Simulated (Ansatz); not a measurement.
**GaSiH5: basis-set convergence**

Aim: see how fast density functionals converge with the basis set for GaSiH5.

Method: one geometry, several basis sets; program: Ansatz 0.2.0, Gaussian basis.

The runs, in order: PBE0-D4/def2-SVP; ωB97M-V/def2-SVP; PBE0-D4/def2-QZVPP; ωB97M-V/def2-QZVPP; the functionals' def2-TZVPP values are taken from earlier runs.

## Step 1: The geometry

An earlier PBE0-D4 in a triple-zeta def2 set relaxation fixed the geometry.

SMILES `[SiH3][GaH2]`, 7 atoms, charge 0, spin multiplicity 1.

Atoms are counted from 1 here; the program's logs count them from 0.

Bond lengths: Si1–Ga2 2.414 Å, Si1–H3 1.490 Å, Si1–H4 1.489 Å, Si1–H5 1.492 Å, Ga2–H6 1.573 Å, Ga2–H7 1.573 Å. Angles: Ga2–Si1–H3 111.6°, Ga2–Si1–H4 113.0°, Ga2–Si1–H5 109.0°, H3–Si1–H4 108.1°, H3–Si1–H5 107.4°, H4–Si1–H5 107.6°, Si1–Ga2–H6 120.2°, Si1–Ga2–H7 121.6°, H6–Ga2–H7 118.2°.

## Step 2: PBE0-D4 in def2-SVP

in.yaml

```yaml
crystal:
  periodic: [false, false, false]
  atoms:
    - {symbol: Si, position_ang: [-0.750879, -0.476848, -0.529341]}
    - {symbol: Ga, position_ang: [1.011658, 0.601987, 0.718753]}
    - {symbol: H, position_ang: [-1.945445, -0.735977, 0.322578]}
    - {symbol: H, position_ang: [-0.326303, -1.768190, -1.136145]}
    - {symbol: H, position_ang: [-1.181506, 0.423978, -1.638447]}
    - {symbol: H, position_ang: [0.671627, 1.749357, 1.739853]}
    - {symbol: H, position_ang: [2.520856, 0.205693, 0.522739]}
basis:
  gaussian: {orbitals: def2-SVP}
hamiltonian: {xc: pbe0, dispersion: d4}
output: {orbitals: {seedname: orbitals}}
```

After this run come: ωB97M-V in def2-SVP; PBE0-D4 in def2-QZVPP; ωB97M-V in def2-QZVPP.

Before running them: what should the planned runs give, taken together? Wanted: PBE0-D4: double and triple zeta above quadruple; ωB97M-V: double and triple zeta above quadruple.

The runs gave:

| quantity | value |
| --- | --- |
| PBE0-D4: double and triple zeta above quadruple | 10.99, 1.46 eV |
| ωB97M-V: double and triple zeta above quadruple | 10.99, 1.42 eV |

**Reading.** PBE0-D4 gains 9.53 eV from double to triple zeta, then 1.46 eV more. Total energies overstate the basis error of differences, where much of it tends to cancel.
